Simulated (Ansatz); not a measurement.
# GaN: the cost of one run

Program: Ansatz 0.2.0. Level of theory: DFT PBE, scalar-relativistic, plane waves, PAW, and further levels as typed in the inputs. These are calculated values, not measurements.

### 1 The system as given

Symmetry: Cmc2_1, No. 36, orthorhombic system. The conventional cell has a = 3.208 Å, b = 5.490 Å, c = 5.185 Å, α = 90.00°, β = 90.00°, γ = 90.00°. Around Ga (site symmetry m) lie 4 N at 1.94 to 1.95 Å. N (site symmetry m) is surrounded by 4 Ga at 1.94 to 1.95 Å.

As a file:

```cif
data_structure
_symmetry_space_group_name_H-M 'Cmc2_1'
_symmetry_Int_Tables_number 36
_cell_length_a 3.2081
_cell_length_b 5.4904
_cell_length_c 5.1850
_cell_angle_alpha 90.000
_cell_angle_beta 90.000
_cell_angle_gamma 90.000
_cell_volume 91.33
loop_
_atom_site_label
_atom_site_type_symbol
_atom_site_symmetry_multiplicity
_atom_site_Wyckoff_symbol
_atom_site_fract_x
_atom_site_fract_y
_atom_site_fract_z
_atom_site_occupancy
Ga1 Ga 4 a 0.00000 0.66667 0.00000 1
N1 N 4 a 0.00000 0.66667 0.62300 1
```

### 2 Relaxing the atoms: GaN, no spin

input.yaml reads:

```yaml
crystal:
  lattice:
    - [3.208134, 0.0, 0.0]
    - [-1.604067, 2.74518448, 0.0]
    - [0.0, 0.0, 5.185]
  atoms:
    - { symbol: Ga, position: [0.3333333333, 0.6666666667, 0.0] }
    - { symbol: Ga, position: [0.6666666667, 0.3333333333, 0.5] }
    - { symbol: "N", position: [0.3333333333, 0.6666666667, 0.377] }
    - { symbol: "N", position: [0.6666666667, 0.3333333333, 0.877] }
scf:
  occupations: { method: gaussian, width: 0.05 }
output:
  forces: true
  stress: true
hamiltonian:
  xc: pbe
kpoints:
  mp_grid: { grid: [8, 8, 5] }
relax:
  f_tol: 0.003
```

On the command line:

```
$ ansatz run input.yaml --threads 8 --pin off --max-ram 16384MiB --backend cpu --events-out ev --progress --plain --runs-dir out
```

What time and memory should one allow on 8 threads of Intel Xeon Platinum 8375C at 2.90GHz (Ice Lake), shared host?

About 2.5 s, with a peak of 0.53 GiB.
